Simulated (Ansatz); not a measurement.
WS:

```
W S
1.0
     3.00789    0.00000    0.00000
     0.00000    3.00789    0.00000
     0.00000    0.00000    3.00789
W S
1 1
Direct
  0.50000 0.50000 0.50000
  0.00000 0.00000 0.00000
```

The cell was built by a generator and needn't be a form met in nature.

* Program: Ansatz 0.2.0
* Task: relaxation of cell and atoms
* Functional: revPBE
* Dispersion: D3(BJ)
* Potentials or basis: Ansatz PAW
* Cutoff: 420 eV (not typed: the program's choice for these potentials)
* k mesh: 9 × 9 × 9
* Occupations: fermi-dirac, width 0.05 eV
* Spin: no spin polarisation

At the start: volume 13.61 Å³/atom.

Task: How do energy, volume and symmetry change on relaxing?

Result: It ends after 5 steps and the volume is 12.96 Å³/atom (-4.8 %); space group Pm-3m (No. 221, to 0.05 Å).

Step by step:
```tsv
step	energy change (eV)	largest force (eV/Å)	volume (Å³)
1	0.0000	0.0000	27.21
2	-0.0339	0.0000	25.21
3	-0.0507	0.0000	25.98
4	-0.0509	0.0000	25.92
5	-0.0504	0.0000	25.92
```

Final structure:
```cif
data_structure
_symmetry_space_group_name_H-M 'P 1'
_symmetry_Int_Tables_number 1
_cell_length_a 2.9593
_cell_length_b 2.9593
_cell_length_c 2.9593
_cell_angle_alpha 90.000
_cell_angle_beta 90.000
_cell_angle_gamma 90.000
_cell_volume 25.92
loop_
_atom_site_label
_atom_site_type_symbol
_atom_site_fract_x
_atom_site_fract_y
_atom_site_fract_z
_atom_site_occupancy
W1 W 0.50000 0.50000 0.50000 1
S1 S 0.00000 0.00000 0.00000 1
```

Caveat: the plane-wave basis is chosen anew once the cell has moved, so the energies of steps on either side of that aren't comparable; pairwise dispersion overbinds metals, which lowers pressure and volume; the PAW data sets come from PBE, with cores solved anew for the run's functional, which leaves a small shift of forces and pressure.
